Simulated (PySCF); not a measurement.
**ZnI: from the state search to spectroscopic constants**

An exercise on one series of results from a longer session: the logs are not shown, and one member is left open.

Method: Zn def2-TZVPP, I def2-TZVPP with ECP28, scalar-relativistic core potentials; program: PySCF 2.14.0.

The first run:

The job is set up so:

| Property | Result |
| --- | --- |
| atoms | Zn, I |
| charge | 0 |
| basis | Zn def2-TZVPP, I def2-TZVPP with ECP28 |
| Hamiltonian | scalar-relativistic core potentials |
| basis functions | 114 |
| electrons treated | 55 |
| masses in u | 63.9291, 126.9045 |
| levels | PBE0, PBE, r²SCAN, r²SCAN0, LDA, TPSS, PW91, HSE06, HF, MP2, SCS-MP2 |
| grid | 80 radial by 434 angular points |
| occupations | held fixed by the projection of orbital angular momentum |
| dissociation limit | Zn + I, each in its ground configuration |
| starting distance in angstrom | 2.500 |
| values of 2S to try | 1, 3 |

Launch:

```bash
$ OMP_NUM_THREADS=2 python dia.py task.json out
```

Among the steps run: Input; PBE0 along the bond; Other states along the same grid; PBE; r²SCAN; r²SCAN0 (hybrid meta-GGA); LDA; TPSS; PW91; HSE06 (range-separated hybrid); UHF (mean field).

One of the session's tables, all rows but one given; the rest of the session is left out.

Energy (eV) from each level's lowest point:

| R (Å) | UHF | UHF-MP2 | UHF-SCS-MP2 | LDA | PBE |
| --- | --- | --- | --- | --- | --- |
| 2.167 | 0.926 | 0.624 | 0.703 | 0.559 | 0.762 |
| 2.268 | 0.429 | 0.240 | 0.289 | 0.209 | 0.339 |
| 2.369 | 0.149 | 0.051 | 0.076 | 0.042 | 0.110 |
| 2.444 | 0.042 | 0.000 | 0.009 | 0.000 | 0.028 |
| 2.520 | 0.000 | 0.005 | 0.000 | 0.008 | 0.000 |
| 2.596 | 0.008 | 0.052 | 0.034 | 0.052 | 0.012 |
| 2.696 | 0.074 | 0.160 | 0.127 | 0.147 | 0.072 |
| 2.822 | 0.216 | 0.339 | 0.291 | 0.301 | 0.187 |
| 2.974 | ? | ? | ? | ? | ? |
| 3.175 | 0.726 | 0.906 | 0.823 | 0.764 | 0.572 |

Q: Estimate the row for R (Å) = 2.974 from the others.

Worked estimate for «UHF». A straight line through the neighbours (2.822, 0.216) and (3.175, 0.726) gives 0.216 + (0.726 − 0.216) × (2.974 − 2.822) / (3.175 − 2.822) = 0.436; a parabola fitted to 3 rows on both sides gives 0.415.

**Answer.** UHF: 0.430; UHF-MP2: 0.584; UHF-SCS-MP2: 0.520; LDA: 0.503; PBE: 0.352. In «UHF» the line misses by +0.006 and the parabola by -0.015.
